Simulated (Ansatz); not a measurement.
**ClFInO radical: a ladder of functionals and wavefunction methods**

One table from this session's results is given with a row withheld; the runs are named, their logs left out.

Method: functionals in def2-TZVPP, the program's frozen cores in correlated methods; program: Ansatz 0.2.0, Gaussian basis.

Levels to be run: LDA (SPW92), PBE-D4, revPBE-D4, BLYP-D4, r2SCAN-D4, B97M-V, PBE0-D4, B3LYP-D4, r2SCANh-D4, r2SCAN0-D4, HSE06-D4, BHLYP-D4, CAM-B3LYP-D4, LC-ωPBE, ωB97X-V, ωB97M-V, B2PLYP, PBE-QIDH; CCSD(T)/def2-SVP; CCSD(T)/def2-TZVPP; CCSD(T)/def2-QZVPP; extrapolation to the limit; RPA on PBE.

## The geometry

The geometry comes from an earlier relaxation with PBE0-D4 in a triple-zeta def2 set; it is a stationary point. In takes the def2 core potential; no spin-orbit term is included.

SMILES `[O][In]([F])[Cl]`, 4 atoms, charge 0, spin multiplicity 2.

Atoms are counted from 1 here; the program's logs count them from 0.

Bond lengths: O1–In2 1.987 Å, In2–F3 1.928 Å, In2–Cl4 2.286 Å. Angles: O1–In2–F3 116.6°, O1–In2–Cl4 124.5°, F3–In2–Cl4 118.9°.

Set-up of the first run:

in.yaml

```yaml
crystal:
  periodic: [false, false, false]
  atoms:
    - {symbol: O, position_ang: [1.425659, 0.078849, 1.450257]}
    - {symbol: In, position_ang: [0.046427, -0.052346, 0.026194]}
    - {symbol: F, position_ang: [-0.424116, -1.828126, -0.559981]}
    - {symbol: Cl, position_ang: [-0.992471, 1.741322, -0.936770]}
basis:
  gaussian: {orbitals: def2-TZVPP}
magnetization: {spin_polarized: true, initial_magnetization: 1}
hamiltonian: {xc: lda}
output: {orbitals: {seedname: orbitals}}
```

Run with:

```sh
$ ansatz run in.yaml --threads 2 --pin off --events-out ev --progress --plain --max-ram 31744MiB --backend cpu
```

Among the steps run: LDA; PBE-D4 (GGA); revPBE-D4 (GGA); BLYP-D4 (GGA); r2SCAN-D4 (meta-GGA); B97M-V (meta-GGA); B3LYP-D4 (hybrid); r2SCANh-D4 (hybrid); r2SCAN0-D4 (hybrid); HSE06-D4 (hybrid); BHLYP-D4 (hybrid); CAM-B3LYP-D4 (range-separated); LC-ωPBE (range-separated); ωB97X-V (range-separated); ωB97M-V (range-separated); B2PLYP (double hybrid); PBE-QIDH (double hybrid).

One table of the session follows, with a row left open; its other results are not shown here.

It belongs to the step «Frontier levels by functional». 

| functional | HOMO (eV) | LUMO (eV) | gap (eV) |
| --- | --- | --- | --- |
| LDA (SPW92) | -7.80 | -7.48 | 0.32 |
| PBE-D4 | -7.67 | -6.67 | 0.99 |
| revPBE-D4 | -7.58 | -6.46 | 1.12 |
| BLYP-D4 | -7.59 | -6.68 | 0.91 |
| r2SCAN-D4 | ? | ? | ? |
| B97M-V | -8.10 | -5.69 | 2.40 |
| PBE0-D4 | -9.37 | -4.63 | 4.74 |
| B3LYP-D4 | -9.12 | -5.28 | 3.84 |
| r2SCANh-D4 | -8.67 | -5.08 | 3.60 |
| r2SCAN0-D4 | -9.62 | -4.05 | 5.57 |
| HSE06-D4 | -8.95 | -5.04 | 3.91 |
| BHLYP-D4 | -10.94 | -2.83 | 8.10 |
| CAM-B3LYP-D4 | -10.90 | -3.54 | 7.36 |
| LC-ωPBE | -12.30 | -1.95 | 10.35 |
| ωB97X-V | -11.90 | -2.34 | 9.56 |
| ωB97M-V | -11.79 | -2.39 | 9.40 |

**Question.** Estimate the row for r2SCAN-D4.

Worked estimate for «HOMO (eV)». Against the share of exact exchange, r2SCANh-D4 (0.1, -8.67), r2SCAN0-D4 (0.25, -9.62) give a slope of -6.33 per unit share; at 0 the line stands at -8.04.

**Answer.** HOMO (eV): -8.04; LUMO (eV): -5.79; gap (eV): 2.25. In «HOMO (eV)» the line misses by 0.00.
